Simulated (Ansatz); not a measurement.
# Si4B: further runs on a relaxed guess

Aim: for this structure of Si4B, compute bands, density of states and charges.

Program: Ansatz 0.2.0. Level of theory: DFT PBE, scalar-relativistic, plane waves, PAW. These are calculated values, not measurements.

1 further run of the same task is left out (it didn't finish). Runs told in other sessions of the task aren't counted.

## (1) The structure to begin with

The structure is hexagonal, space group P6/mmm (No. 191). Conventional cell: a = 5.092 Å, b = 5.092 Å, c = 3.848 Å, α = 90.00°, β = 90.00°, γ = 120.00°. Si (site symmetry mmm) is surrounded by 6 Si at 2.55 Å. Around Si (site symmetry 6/mmm) lie 2 B at 1.92 Å. Around B (site symmetry 6/mmm) lie 2 Si at 1.92 Å.

Coordinates:

```cif
data_structure
_symmetry_space_group_name_H-M 'P 1'
_symmetry_Int_Tables_number 1
_cell_length_a 5.0919
_cell_length_b 5.0919
_cell_length_c 3.8484
_cell_angle_alpha 90.000
_cell_angle_beta 90.000
_cell_angle_gamma 120.000
_cell_volume 86.41
loop_
_atom_site_label
_atom_site_type_symbol
_atom_site_fract_x
_atom_site_fract_y
_atom_site_fract_z
_atom_site_occupancy
Si1 Si 0.50000 0.00000 0.00000 1
Si2 Si 0.00000 0.50000 0.00000 1
Si3 Si 0.50000 0.50000 0.00000 1
Si4 Si 0.00000 0.00000 0.00000 1
B1 B 0.00000 0.00000 0.50000 1
```

It is the end of an earlier relaxation with the same method, from a generated guess; it is a trial structure. At a tolerance of 0.05 Å it has space group P6/mmm (No. 191); it has 17.28 Å³/atom, an uncorrected energy of +1.10 eV/atom over the elements.

## (2) Electronic structure at the relaxed geometry

Input file input.yaml:

```yaml
crystal:
  lattice:
    - [5.0918510114, 0.0, 0.0]
    - [-2.5459255057, 4.4096723282, 0.0]
    - [0.0, 0.0, 3.8483606238]
  atoms:
    - { symbol: Si, position: [0.5, 0.0, 0.0] }
    - { symbol: Si, position: [0.0, 0.5, 0.0] }
    - { symbol: Si, position: [0.5, 0.5, 0.0] }
    - { symbol: Si, position: [0.0, 0.0, 0.0] }
    - { symbol: B, position: [0.0, 0.0, 0.5] }
basis:
  ecutwfc: 420
kpoints:
  mp_grid: { grid: [12, 12, 10] }
  band_path:
    path:
      - [[0.0, 0.0, 0.0], [0.5, 0.0, 0.0], [0.33333333, 0.33333333, 0.0], [0.0, 0.0, 0.0], [0.0, 0.0, 0.5], [0.5, 0.0, 0.5], [0.33333333, 0.33333333, 0.5], [0.0, 0.0, 0.5]]
      - [[0.5, 0.0, 0.5], [0.5, 0.0, 0.0]]
      - [[0.33333333, 0.33333333, 0.5], [0.33333333, 0.33333333, 0.0]]
    npoints: 14
hamiltonian:
  xc: pbe
scf:
  occupations: { method: gaussian, width: 0.1 }
  n_extra_bands: 12
output:
  forces: true
  stress: true
  eigenvalues: true
  populations: true
  dos: { projected: true, de: 0.02, nscf_kmesh: { grid: [15, 15, 12] } }
  bader: true
  write_density: true
  write_potential: true
  elf: true
  volumetric_format: npy
```

Launch:

```
> ansatz run input.yaml --threads 1 --pin off --max-ram 2560MiB --backend cpu --events-out ev --progress --plain --runs-dir out
```

The log of the run:

```text
Warning: RAYON_NUM_THREADS=1 ignored (pool sized by the plan → 1); use --threads N
scf.n_extra_bands = 12 over 10 filled bands (N_el = 19.0): the run solves 22 bands
Engine: ansatz 0.2.0, x86_64-unknown-linux-gnu
Pseudopotentials: kind: paw
Pseudopotential: Si, paw, valence charge 4, recommended cutoff 420 eV (normal), Si.paw.azcp
Pseudopotential: B, paw, valence charge 3, recommended cutoff 420 eV (normal), B.paw.azcp
Functional definition: PBE
  parameter kappa = 0.804
  parameter beta = 0.06672455060314922
  exchange = pbe_x(kappa = kappa, mu = beta*pi^2/3)
  correlation = pbe_c(beta = beta)
Crystal: 5 atoms, lattice volume = 86.409 Å³
Basis set: ecut = 420 eV, 1747 PW (Γ), exchange–correlation on 72×72×54 points (8 copies of the dense FFT grid, shifted against one another)
Bands: 22, of which v1, the nominal top of the filled ones, is band 10 counted from 1 (9 counted from 0)
Symmetry: 24 space group operations
Space group: P6/mmm (ITA 191), of the structure as read, at distance tolerance 4.4e-5 Å
k-points: 114 of 1440
Non-local potential: Si, projectors of the file, l = 0: 2, l = 1: 2, l = 2: 2
Non-local potential: B, projectors of the file, l = 0: 2, l = 1: 2, l = 2: 1
PAW form: soft (Blöchl's): semilocal exchange-correlation on the pseudo side does not see the compensation charge
PAW one-centre angular grid: Si, 110 points (default); XC on 64 Gauss nodes
PAW one-centre angular grid: B, 110 points (default); XC on 64 Gauss nodes
Initial density: superposition of atomic densities (neutral atoms: chi_scale 0, normalization atom), corrected by the library's trained network
Initial wavefunctions: pseudopotential atomic-orbital guess
Functional: x = pbe(κ = 0.804, μ = 0.2195149727645171), c = pbe(β = 0.06672455060314922)
SCF iter   1: F=—  HF=-2693.679605 eV  |F-HF|=—  |Δ(HF+E_count)|=         —  Δρ=4.66e-3  dr2=2.11e-2  ethr=1.77e-3  ⟨swp⟩=6.2  Hψ=15347  notcnv=0  defer=140
preconditioner: auto → none  [metal: Δε(μ)=0.003 eV  Ē_g=10.341 eV  σ=0.100 eV  W_gap=0.02  n_scr=8 (ndim 8)  ℏωp=17.4 eV  f_vac=0.000  D(μ)=2.83/eV (n_scr^D=20)  sad-step TF]
SCF iter   2: F=—  HF=-2693.679243 eV  |F-HF|=—  |Δ(HF+E_count)|=   3.62e-4  Δρ=2.86e-3  dr2=9.53e-3  ethr=1.11e-4  ⟨swp⟩=1.0  Hψ=3421  notcnv=0  defer=168
SCF iter   3: F=—  HF=-2693.678008 eV  |F-HF|=—  |Δ(HF+E_count)|=   1.23e-3  Δρ=4.91e-4  dr2=4.05e-4  ethr=5.01e-5  ⟨swp⟩=2.1  Hψ=2719  notcnv=0  defer=168
SCF iter   4: F=—  HF=-2693.677918 eV  |F-HF|=—  |Δ(HF+E_count)|=   9.02e-5  Δρ=1.49e-4  dr2=1.87e-5  ethr=2.13e-6  ⟨swp⟩=2.2  Hψ=2846  notcnv=0  defer=168
SCF iter   5: F=—  HF=-2693.677958 eV  |F-HF|=—  |Δ(HF+E_count)|=   4.01e-5  Δρ=3.72e-5  dr2=1.33e-6  ethr=9.85e-8  ⟨swp⟩=2.2  Hψ=2896  notcnv=0  defer=168
SCF iter   6: F=—  HF=-2693.677958 eV  |F-HF|=—  |Δ(HF+E_count)|=   1.39e-7  Δρ=1.25e-5  dr2=1.99e-7  ethr=6.99e-9  ⟨swp⟩=1.3  Hψ=2049  notcnv=0  defer=168
SCF iter   7: F=-2693.677958 eV  HF=-2693.677958 eV  |F-HF|=3.19e-9  |Δ(HF+E_count)|=   4.39e-8  Δρ=1.96e-6  dr2=5.31e-9  ethr=5.26e-10  ⟨swp⟩=13.3  Hψ=16843  notcnv=0
SCF 1 converged in 7 iterations: F = -2693.677958 eV  dr2 = 5.31e-9
NSCF: frozen V_eff on 129 k-points
NSCF: frozen V_eff on 189 k-points
SCF converged after 7 iterations
Free energy (F): -2693.677958 eV
Harris-Foulkes:  -2693.677958 eV  (|F-HF|=3.19e-9)
Internal energy: -2693.663193 eV  (E = F + TS)
E sigma→0 (E₀):  -2693.670576 eV
Entropy (-TS):   -0.014765 eV (-2.953 meV/atom)
Fermi energy:    6.795042 eV
--- Per-component energies (eV) ---
  E_band       = 27.955825
  E_kinetic    = 203.359908
  E_local      = -147.178953  (includes V_loc(G=0)·N_el)
  E_nonlocal   = 116.172077
  E_hartree    = 44.519275
  E_xc         = -251.126022
  E_vxc        = -222.671197  (∫ρ·V_xc dr)
  E_paw        = -2127.726255  (= ΣΔE_a)
  E_vpaw       = -10.764066  (= ΣTr[D̂ρ^β])
  E_aug_tail   = 0.000024  (compensation charges beyond the density's cutoff)
  E_ewald      = -531.683248
  E_smearing   = -0.014765  (= −TS)
  E_closure    = 0.000000  (closes the sum)
  Σ components = -2693.677958   (vs F -2693.677958, Δ=0.00e0)
--- Forces (eV/Å), atoms counted from 1 ---
  atom   1  Si     0.00000000    -0.00000000     0.00000000
  atom   2  Si     0.00000000     0.00000000     0.00000000
  atom   3  Si     0.00000000     0.00000000     0.00000000
  atom   4  Si     0.00000000     0.00000000     0.00000000
  atom   5  B     -0.00000000     0.00000000     0.00000000
  max |Σ_I F_I| component: 1.97e-31 eV/Å
--- Stress (GPa, compression-positive) ---
        0.003267       0.000000       0.000000
       -0.000000       0.003267       0.000000
        0.000000       0.000000       0.004214
  P = ⅓ Tr σ = 0.0036 GPa (0.036 kbar)
--- Band table (eV; the first three rows and the last of 114) ---
  k-point 0: bands = ["-6.3386", "-0.5428", "0.7659", "0.7659", "1.3949", "1.7378", "1.7378", "2.2026", "6.0730", "7.2091", "9.5984", "9.5984", "10.7124", "10.7124", "11.9300", "12.4469", "12.4469", "13.2952", "14.2891", "14.5714", "14.5714", "14.7594"]
  k-point 1: bands = ["-6.2818", "-0.5310", "0.8252", "0.8252", "1.4254", "1.7870", "1.7870", "1.7875", "6.5248", "7.0054", "9.0199", "9.0199", "10.3155", "10.3155", "12.3409", "12.7590", "12.9097", "12.9097", "14.3153", "14.8379", "14.8379", "15.1079"]
  k-point 2: bands = ["-6.1221", "-0.5604", "0.9922", "0.9922", "1.0534", "1.5078", "1.9235", "1.9235", "6.0821", "7.9673", "7.9673", "7.9857", "9.4900", "9.4900", "11.7873", "13.2841", "13.5395", "13.5395", "14.3859", "15.6157", "15.6157", "15.7371"]
  k-point 113: bands = ["-3.7228", "-2.7993", "-2.7993", "-0.9581", "3.2858", "3.2858", "3.9335", "3.9335", "3.9786", "8.4246", "8.8581", "8.8581", "8.9610", "10.7804", "10.7804", "10.9419", "11.3302", "11.3302", "14.6210", "14.6210", "15.2850", "16.3874"]
--- Löwdin populations: 5 sites ---
  site symbol       q [e]
     0     Si      3.8695
     1     Si      3.8695
     2     Si      3.8695
     3     Si      3.5459
     4      B      3.4554
  spilling = 0.020548 (of n_electrons = 19.000000)
--- Bader charges: 5 sites ---
  site symbol  charge [e]  shift [e]
     0     Si     -0.0314     0.0010
     1     Si     -0.0314     0.0010
     2     Si     -0.0314     0.0010
     3     Si      1.2546     0.0126
     4      B     -1.1603     0.0156
  estimated error of the sums over rays = 5.0e-4 e
```

Wall time 82 s (1 thread of Intel Xeon at 2.70GHz, shared host); peak memory 0.52 GiB.

Site by site:

```
atom  Löwdin electrons  Bader charge (e)  Bader volume (Å³)
 Si1              3.87             -0.03               20.0
 Si2              3.87             -0.03               20.0
 Si3              3.87             -0.03               20.0
 Si4              3.55             +1.25                9.3
  B5              3.46             -1.16               17.1
```

The Löwdin counts miss 0.39 of the 19 electrons, which the atomic orbitals do not span, so they are no charges.

From bands.tsv, the levels nearest the Fermi level at the path's corners, in eV from the Fermi level:

```tsv
point	band 6	band 7	band 8	band 9	band 10	band 11	band 12	band 13
Γ	-5.06	-5.06	-4.59	-0.72	0.41	2.80	2.80	3.92
M	-2.58	-1.19	-0.30	-0.30	-0.28	1.04	1.76	2.25
K	-3.54	-3.54	-0.50	0.29	0.29	1.73	1.73	3.33
Γ	-5.06	-5.06	-4.59	-0.72	0.41	2.80	2.80	3.92
A	-5.05	-4.44	-4.44	-2.20	-0.77	-0.77	1.08	1.08
L	-4.07	-1.69	-1.10	-0.94	-0.02	0.08	0.78	2.81
H	-3.51	-2.86	-2.86	-2.82	1.63	2.06	2.06	2.17
A	-5.05	-4.44	-4.44	-2.20	-0.77	-0.77	1.08	1.08
L	-4.07	-1.69	-1.10	-0.94	-0.02	0.08	0.78	2.81
M	-2.58	-1.19	-0.30	-0.30	-0.28	1.04	1.76	2.25
H	-3.51	-2.86	-2.86	-2.82	1.63	2.06	2.06	2.17
K	-3.54	-3.54	-0.50	0.29	0.29	1.73	1.73	3.33
```

Counts of states by energy window (eV from the Fermi level), total and by projection:

| from | to | total | Si 3s | Si 3p | B 2s | B 2p |
| --- | --- | --- | --- | --- | --- | --- |
| -8 | -7 | 1.57 | 0.41 | 0.82 | 0.27 | 0.06 |
| -7 | -6 | 1.48 | 0.40 | 0.81 | 0.14 | 0.12 |
| -6 | -5 | 1.41 | 0.30 | 0.85 | 0.09 | 0.16 |
| -5 | -4 | 1.50 | 0.36 | 0.80 | 0.04 | 0.28 |
| -4 | -3 | 1.75 | 0.39 | 1.00 | 0.05 | 0.27 |
| -3 | -2 | 1.82 | 0.34 | 1.07 | 0.08 | 0.28 |
| -2 | -1 | 2.05 | 0.30 | 1.22 | 0.08 | 0.37 |
| -1 | 0 | 2.50 | 0.34 | 1.45 | 0.12 | 0.45 |
| 0 | 1 | 2.30 | 0.34 | 1.28 | 0.09 | 0.42 |
| 1 | 2 | 2.82 | 0.39 | 1.49 | 0.07 | 0.60 |
| 2 | 3 | 2.86 | 0.30 | 1.37 | 0.05 | 0.83 |
| 3 | 4 | 2.71 | 0.25 | 1.51 | 0.04 | 0.56 |
| 4 | 5 | 2.01 | 0.30 | 1.01 | 0.02 | 0.25 |
| 5 | 6 | 1.59 | 0.22 | 0.73 | 0.02 | 0.06 |

A further 5 or so states lie below the table's range.

Density in a lattice plane of the grid's cell (edges 5.09 and 3.85 Å, at 0.000 of the third edge), which holds Si and B.

Ten even steps from ' ' (0.04 e/Å³) to '@' (0.92 e/Å³):
```
....::----------==--::..  ..::--==----------::..
----==----::::::------::::::------::::::----==--
****++==--::::::::::----------::::::::::--==++**
%%##**==::..........::::::::::..........::==**##
@@%%**==::....    ..............    ....::==**%%
@@@@##==::..                          ..::==##@@
******==::..                          ..::==****
::--++==::..                          ..::==++--
******==::..                          ..::==****
@@@@##==::..                          ..::==##@@
@@%%**==::....    ..............    ....::==**%%
%%##**==::..........::::::::::..........::==**##
****++==--::::::::::----------::::::::::--==++**
----==----::::::------::::::------::::::----==--
....::----------==--::..  ..::--==----------::..
    ..----------==--::      ::--==----------..  
```
Columns run along the first of these edges and rows up along the second, over one cell in 24 and 16 even steps from the bottom left corner. Atoms in the plane (fractional): Si at (0.50, 0.00), Si at (0.00, 0.00), B at (0.00, 0.50).

ELF in the same plane.

Values, 10 rows by 12 columns:
```
0.33 0.35 0.53 0.57 0.71 0.51 0.42 0.51 0.71 0.57 0.53 0.35
0.88 0.81 0.53 0.38 0.59 0.72 0.71 0.72 0.59 0.38 0.53 0.81
0.94 0.90 0.62 0.26 0.35 0.62 0.72 0.62 0.35 0.26 0.62 0.90
0.62 0.71 0.64 0.28 0.16 0.27 0.34 0.27 0.16 0.28 0.64 0.71
0.00 0.17 0.57 0.31 0.12 0.12 0.13 0.12 0.12 0.31 0.57 0.17
0.62 0.71 0.64 0.28 0.16 0.27 0.34 0.27 0.16 0.28 0.64 0.71
0.94 0.90 0.62 0.26 0.35 0.62 0.72 0.62 0.35 0.26 0.62 0.90
0.88 0.81 0.53 0.38 0.59 0.72 0.71 0.72 0.59 0.38 0.53 0.81
0.33 0.35 0.53 0.57 0.71 0.51 0.42 0.51 0.71 0.57 0.53 0.35
0.57 0.20 0.56 0.66 0.72 0.41 0.72 0.41 0.72 0.66 0.56 0.20
```
Columns run along the first of these edges and rows up along the second, over one cell in 12 and 10 even steps from the bottom left corner. Atoms in the plane (fractional): Si at (0.50, 0.00), Si at (0.00, 0.00), B at (0.00, 0.50).

Both are smooth fields of the valence electrons: close to the nuclei they are not physical.

Outside the cores ELF peaks at 0.94 on the Si–B line, 1.0 Å from Si; 0.77 beside Si, off the lines to its neighbours, 1.0 Å from Si.

## (3) The same system, input altered

Input file input.yaml:

```yaml
crystal:
  lattice:
    - [5.0918510114, 0.0, 0.0]
    - [-2.5459255057, 4.4096723282, 0.0]
    - [0.0, 0.0, 3.8483606238]
  atoms:
    - { symbol: Si, position: [0.5, 0.0, 0.0] }
    - { symbol: Si, position: [0.0, 0.5, 0.0] }
    - { symbol: Si, position: [0.5, 0.5, 0.0] }
    - { symbol: Si, position: [0.0, 0.0, 0.0] }
    - { symbol: B, position: [0.0, 0.0, 0.5] }
basis:
  ecutwfc: 420
kpoints:
  mp_grid: { grid: [12, 12, 10] }
hamiltonian:
  xc: gga
scf:
  occupations: { method: gaussian, width: 0.1 }
  max_iter: 60
output:
  forces: true
  eigenvalues: true
  stress: true
```

Launch:

```
> ansatz run input.yaml --threads 1 --pin off --max-ram 2560MiB --backend cpu --events-out ev --progress --plain --runs-dir out
```

The log of the run:

```text
Error: YAML parse error: error: line 17 column 7: hamiltonian.xc: unknown variant `gga`, expected one of `lda`, `lda-pw`, `pw92`, `pbe`, `pbesol`, `rpbe`, `revpbe`, `blyp`, `pbe0`, `revpbe0`, `b3lyp`, `b3lyp5`, `hse06`, `wpbeh`, `hiss`, `lc_wpbe`, `cam_b3lyp`, `hf`, `r2scan`, `r2scanh`, `r2scan0`, `r2scan50`, `mr2scan`
  --> <input>:17:7
   |
15 |   mp_grid: { grid: [12, 12, 10] }
16 | hamiltonian:
17 |   xc: gga
   |       ^ hamiltonian.xc: unknown variant `gga`, expected one of `lda`, `lda-pw`, `pw92`, `pbe`, `pbesol`, `rpbe`, `revpbe`, `blyp`, `pbe0`, `revpbe0`, `b3lyp`, `b3lyp5`, `hse06`, `wpbeh`, `hiss`, `lc_wpbe`, `cam_b3lyp`, `hf`, `r2scan`, `r2scanh`, `r2scan0`, `r2scan50`, `mr2scan`
18 | scf:
19 |   occupations: { method: gaussian, width: 0.1 }
   |
```

It took 0.04 s on 1 thread of Intel Xeon at 2.70GHz, shared host; peak memory 0.026 GiB.

## (4) What went wrong

The run ended at the input check. It says: «line 17 column 7: hamiltonian.xc: unknown variant `gga`, expected one of `lda`, `lda-pw`, `pw92`, `pbe`, `pbesol`, `rpbe`, `revpbe`, `blyp`, ...»

The suspect setting: hamiltonian.xc is gga. The functional or method isn't one that the program knows by that name.

Remedy: set hamiltonian.xc to pbe. Any name on the list would pass the check; a listed functional of a like name need not be the same functional.

## (5) Outcome

```
                 quantity                         value
                      gap                  none (metal)
states at the Fermi level          2.65 per eV per cell
            Bader charges  Si -0.03 to +1.25, B -1.16 e
```

**Reading.** It comes out metallic. Of the projected weight within 0.25 eV of the Fermi level, the largest part is Si 3p (62 %) and B 2p (19 %). Bader charges reach 1.3 e, so charge transfer in this metal is strong.
